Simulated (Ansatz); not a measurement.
# C₄H₈O₂Si: basis-set convergence

Aim: see how fast density functionals converge with the basis set for C₄H₈O₂Si.

Method: one geometry, several basis sets; program: Ansatz 0.2.0, Gaussian basis.

Plan: PBE0-D4/def2-SVP; ωB97M-V/def2-SVP; PBE0-D4/def2-QZVPP; ωB97M-V/def2-QZVPP; the functionals' def2-TZVPP values are taken from earlier runs.

### 1 Structure used throughout

All runs share one geometry, relaxed beforehand with PBE0-D4 in a triple-zeta def2 set.

SMILES `C=C[Si](O)(O)C=C`, 15 atoms, charge 0, spin multiplicity 1.

Atoms are counted from 1 here; the program's logs count them from 0.

Bond lengths: C1–C2 1.331 Å, C1–H8 1.087 Å, C1–H9 1.087 Å, C2–Si3 1.853 Å, C2–H10 1.089 Å, Si3–O4 1.646 Å, Si3–O5 1.646 Å, Si3–C6 1.853 Å, O4–H11 0.959 Å, O5–H12 0.959 Å, C6–C7 1.331 Å, C6–H13 1.089 Å, C7–H14 1.087 Å, C7–H15 1.087 Å. Angles: C2–C1–H8 121.6°, C2–C1–H9 122.4°, H8–C1–H9 116.0°, C1–C2–Si3 123.0°, C1–C2–H10 118.2°, Si3–C2–H10 118.7°, C2–Si3–O4 110.4°, C2–Si3–O5 104.6°, C2–Si3–C6 113.7°, O4–Si3–O5 113.3°, O4–Si3–C6 104.6°, O5–Si3–C6 110.4°, Si3–O4–H11 116.5°, Si3–O5–H12 116.5°, Si3–C6–C7 123.0°, Si3–C6–H13 118.7°, C7–C6–H13 118.2°, C6–C7–H14 121.6° and more.

Geometry (Å):

```
C    -1.1230   -2.3321   -0.3544
C    -0.0249   -1.6190   -0.1168
Si    0.1069    0.1898   -0.4980
O    -1.0608    0.6372   -1.5689
O     1.6339    0.3811   -1.0827
C    -0.1634    1.2842    0.9730
C     0.8348    1.8165    1.6739
H    -2.0068   -1.8845   -0.8019
H    -1.1954   -3.3885   -0.1111
H     0.8258   -2.1204    0.3423
H    -1.1076    0.1352   -2.3845
H     1.9034    1.2781   -1.2884
H    -1.1840    1.4861    1.2947
H     1.8740    1.6428    1.4067
H     0.6653    2.4428    2.5454
```

### 2 PBE0-D4 in def2-SVP

in.yaml

```yaml
crystal:
  periodic: [false, false, false]
  atoms:
    - {symbol: C, position_ang: [-1.123043, -2.332057, -0.354435]}
    - {symbol: C, position_ang: [-0.024875, -1.619015, -0.116760]}
    - {symbol: Si, position_ang: [0.106854, 0.189822, -0.498005]}
    - {symbol: O, position_ang: [-1.060847, 0.637188, -1.568875]}
    - {symbol: O, position_ang: [1.633929, 0.381113, -1.082727]}
    - {symbol: C, position_ang: [-0.163412, 1.284177, 0.973048]}
    - {symbol: C, position_ang: [0.834803, 1.816462, 1.673868]}
    - {symbol: H, position_ang: [-2.006762, -1.884518, -0.801914]}
    - {symbol: H, position_ang: [-1.195428, -3.388490, -0.111089]}
    - {symbol: H, position_ang: [0.825832, -2.120366, 0.342296]}
    - {symbol: H, position_ang: [-1.107609, 0.135187, -2.384511]}
    - {symbol: H, position_ang: [1.903399, 1.278085, -1.288373]}
    - {symbol: H, position_ang: [-1.183980, 1.486087, 1.294688]}
    - {symbol: H, position_ang: [1.874033, 1.642827, 1.406737]}
    - {symbol: H, position_ang: [0.665303, 2.442797, 2.545350]}
basis:
  gaussian: {orbitals: def2-SVP}
hamiltonian: {xc: pbe0, dispersion: d4}
output: {orbitals: {seedname: orbitals}}
```

The run is started by

```sh
ansatz run in.yaml --threads 4 --pin off --events-out ev --progress --plain --max-ram 11315MiB
```

The runs that follow: ωB97M-V in def2-SVP; PBE0-D4 in def2-QZVPP; ωB97M-V in def2-QZVPP.

**Question.** What will the summary of the whole plan be? Wanted: PBE0-D4: double and triple zeta above quadruple; ωB97M-V: double and triple zeta above quadruple.

**Answer**, as computed:

```
                                       quantity           value
PBE0-D4: double and triple zeta above quadruple  13.66, 0.75 eV
ωB97M-V: double and triple zeta above quadruple  13.98, 0.71 eV
```

**Reading.** For PBE0-D4 the step from double to triple zeta gains 12.91 eV and the next only 0.75 eV. Total energies overstate the basis error of differences, where much of it tends to cancel.
